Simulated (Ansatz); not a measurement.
## CH₆GeSeSi, SMILES [CH2]1[GeH2][SiH2][Se]1: energies of removing a hydrogen

Run with the Ansatz DFT code, driven from Python.

`ch6gesesi_bde.py`
```python
import ansatz as az


def total_energy(molecule, charge=0, unpaired=0):
    calc = molecule.calculation().basis(gaussian="def2-SVPD").functional("r2scan")
    if charge:
        calc = calc.charge(charge)
    if unpaired:
        calc = calc.spin("collinear", total=unpaired)
    return calc.run(threads=1).report["free_energy_ev"]

def without(molecule, index):
    rest = az.Crystal.molecule()
    for i, site in enumerate(molecule.cartesian_sites):
        if i != index:
            rest = rest.atom(site.symbol, site.position_ang)
    return rest

geometry = (
    az.Crystal.molecule()
    .atom("C", [-0.8277, 0.8851, -0.6072])
    .atom("Ge", [-0.4972, -0.9596, -0.2662])
    .atom("Si", [1.2662, -0.1308, 0.8369])
    .atom("Se", [0.6505, 1.9494, 0.2628])
    .atom("H", [-1.8552, 1.2022, -0.2006])
    .atom("H", [-0.8666, 1.1397, -1.7125])
    .atom("H", [-0.0702, -1.7238, -1.547])
    .atom("H", [-1.503, -1.5842, 0.6705])
    .atom("H", [1.2136, -0.3481, 2.3419])
    .atom("H", [2.5727, -0.4813, 0.2243])
)

whole = total_energy(geometry, 0)
hydrogen = total_energy(az.Crystal.molecule().atom("H", (0, 0, 0)), 0, 1)
print(f"E(molecule) = {whole:.5f} eV, E(H) = {hydrogen:.5f} eV")
for index in [5, 7, 9]:
    radical = total_energy(without(geometry, index), 0, 1)
    print(f"H{index}: homolysis {(radical + hydrogen - whole):.3f} eV")
```

```console
$ python ch6gesesi_bde.py
E(molecule) = -130860.21666 eV, E(H) = -13.58417 eV
H5: homolysis 4.374 eV
H7: homolysis 3.572 eV
H9: homolysis 3.652 eV
```

Reading the output:
- Total energies depend on the basis set; only differences at equal settings carry meaning.
- The geometry is a force-field or estimated start, not a minimum of this method, and the basis set is short of its limit. All parts are taken at fixed geometry, without zero-point energy.
- The spin-orbit lowering of heavy atoms is left out.
- Timing: 2.2 min on 1 thread of Arm Neoverse V1, on a shared host, peak memory 0.41 GiB.

(Lines on the test bed's own set-up are left out of the output.)
